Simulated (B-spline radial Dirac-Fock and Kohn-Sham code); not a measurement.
**Sr⁶⁺: core levels and X-ray properties**

What does theory give for Sr⁶⁺? The session works out how cheaper methods do for the levels.

Program: B-spline radial Dirac-Fock and Kohn-Sham code, version 5. Model: a free atom or ion on a radial basis; each step names its model. All values are calculated, but those marked as tabulated.

### Step 1. What is computed

Sr⁶⁺, configuration 1s2 2s2 2p6 3s2 3p6 3d10 4s2 4p2.

* nuclear charge: 38
* electrons: 32
* mass number: 88
* nuclear rms radius: 4.224 fm

Outer shells as boxes (Hund's rule, for the drawing alone; heavy ions are jj-coupled, and the calculation averages over the configuration):

```
[Ar] core
3d [↑↓][↑↓][↑↓][↑↓][↑↓]
4s [↑↓]
4p [↑ ][↑ ][  ]
```

### Step 2. Dirac PBE, for comparison

Model: Dirac-Kohn-Sham PBE, finite nucleus, spherical and without spin polarisation.

Input, one item of task.json (shells as n, l, occupation):

```json
{
  "Z": 38,
  "q": 6,
  "cfg": [[1, 0, 2], [2, 0, 2], [2, 1, 6], [3, 0, 2], [3, 1, 6], [3, 2, 10], [4, 0, 2], [4, 1, 2]],
  "A": 88,
  "rrms": 4.224,
  "tag": "ground",
  "do": ["pbe", "binding", "quiet"],
  "hv": [31.4, 46.6, 62.9, 103.0, 123.0, 135.0, 155.0, 363.0, 564.0, 644.0, 994.0, 1510.0, 2950.0, 3200.0, 3860.0, 5540.0, 9700.0, 16900.0, 18100.0, 28100.0, 28200.0, 105000.0, 134000.0, 153000.0],
  "s": [0, 0.05, 0.1, 0.15, 0.2, 0.25, 0.3, 0.35, 0.4, 0.45, 0.5, 0.6, 0.7, 0.8, 0.9, 1.0, 1.1, 1.2, 1.4, 1.6, 1.8, 2.0, 2.5, 3.0, 3.5, 4.0, 5.0, 6.0],
  "pz": [0, 0.1, 0.2, 0.3, 0.4, 0.5, 0.6, 0.8, 1.0, 1.2, 1.4, 1.6, 1.8, 2.0, 2.5, 3.0, 4.0, 5.0, 7.0, 10.0, 15.0, 20.0, 30.0, 40.0, 60.0, 100.0],
  "hv_scatter": [1000, 2000, 8047.8, 17479.3, 30000, 50000, 500000, 1000000],
  "holes": ["K", "L1", "L2", "L3", "M1", "M2", "M3", "M4", "M5", "N1", "N2", "N3", "N4", "N5", "N6", "N7"]
}
```

Started as:

```bash
$ python xray_run.py task.json out
```

What does the calculation give? Wanted: Dirac PBE, K: eigenvalue / ΔSCF.

As calculated:

```
                       quantity                 value
Dirac PBE, K: eigenvalue / ΔSCF  16020.2 / 16267.4 eV
```

In words: Dirac PBE misses the K level by -1.2 % with its eigenvalue and by +0.4 % with ΔSCF, so total-energy differences mend most of the error. The Hartree-Fock and Dirac-Fock values hold no electron correlation.
